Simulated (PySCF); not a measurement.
**AsBH8OSi: geometry, electronic excitations**

Wanted: the electronic excitations of AsBH8OSi (`[SiH3]O[BH2-][AsH3+]`), by calculation.

The runs use PySCF 2.14.0, with density-fitted response routines of our own; the level of theory stands in each step. All values are computed, except where a source is named. Atoms are numbered from 0 throughout.

### Step 1. The starting structure

12 atoms, charge 0, multiplicity 1; geometry from: GFN2-xTB.

Bonds of the start (Å): Si0–O1 1.62, O1–B2 1.31, Si0–H4 1.46, Si0–H5 1.47, Si0–H6 1.47, B2–H7 1.19, B2–H8 1.18, As3–H9 1.49, As3–H10 1.50, As3–H11 1.50.

### Step 2. Optimising the geometry at PBE0-D3(BJ)/def2-SVP

Job settings and geometry (Å):

```
{"job": {"xc": "PBE0", "basis": "def2-SVP", "d3": "d3bj", "grid": 1, "kind": "geom"}, "charge": 0, "multiplicity": 1}
Si    -1.937262     0.416242     0.200419
O     -1.125213    -0.538571    -0.822419
B     -0.208453    -1.438872    -1.078974
As     1.833426     0.651788     1.080727
H     -3.330329     0.193098    -0.186803
H     -1.707385     0.067722     1.608128
H     -1.439650     1.761086    -0.101521
H      0.393890    -1.948669    -0.192863
H      0.002045    -1.728461    -2.200836
H      1.788881     0.683353    -0.410377
H      3.144296    -0.070104     1.012524
H      2.586952     1.950702     1.065968
```

**Question.** This job is followed by: TDDFT PBE0/aug-cc-pVDZ, vertical, gas phase, core orbitals frozen in the response; TDDFT PBE0/def2-TZVPD, vertical, gas phase, core orbitals frozen in the response. What will the session give for the following? point group; rotational constants (main isotopes); lowest singlet (PBE0/aug-cc-pVDZ); brightest single state of those computed; lowest triplet; range of the lowest singlet.

The runs gave:

```
                                quantity                        value
                             point group                           C1
    rotational constants (main isotopes)         5.35, 1.10, 0.95 GHz
       lowest singlet (PBE0/aug-cc-pVDZ)  5.66 eV (219 nm), f = 0.007
brightest single state of those computed  state 3, 6.52 eV, f = 0.114
                          lowest triplet                      5.11 eV
             range of the lowest singlet              5.66 to 5.68 eV
```

In words: Relaxing lowered the energy by 0.259 eV in 18 steps; the close pair that moved most is B2–As3, from 3.634 to 3.536 Å. The structure rearranged or came apart on optimisation; the results belong to the end geometry, not to the formula as drawn. The lowest singlet, at 5.66 eV, is HOMO−1→LUMO 0.69, HOMO→LUMO 0.26 and is weak; of the 10 states computed, the strongest absorption comes from state 3 at 6.52 eV (the last state computed is bright too, and its partners may lie past the list). The lowest triplet lies 0.55 eV below the lowest singlet (triplets in Tamm-Dancoff, singlets in full TDDFT). The lowest singlet runs from 5.66 eV (PBE0/aug-cc-pVDZ) to 5.68 eV (PBE0/def2-TZVPD), while the orbital gap spans 7.06 to 7.09 eV. The lowest state need not be the same one in every run.
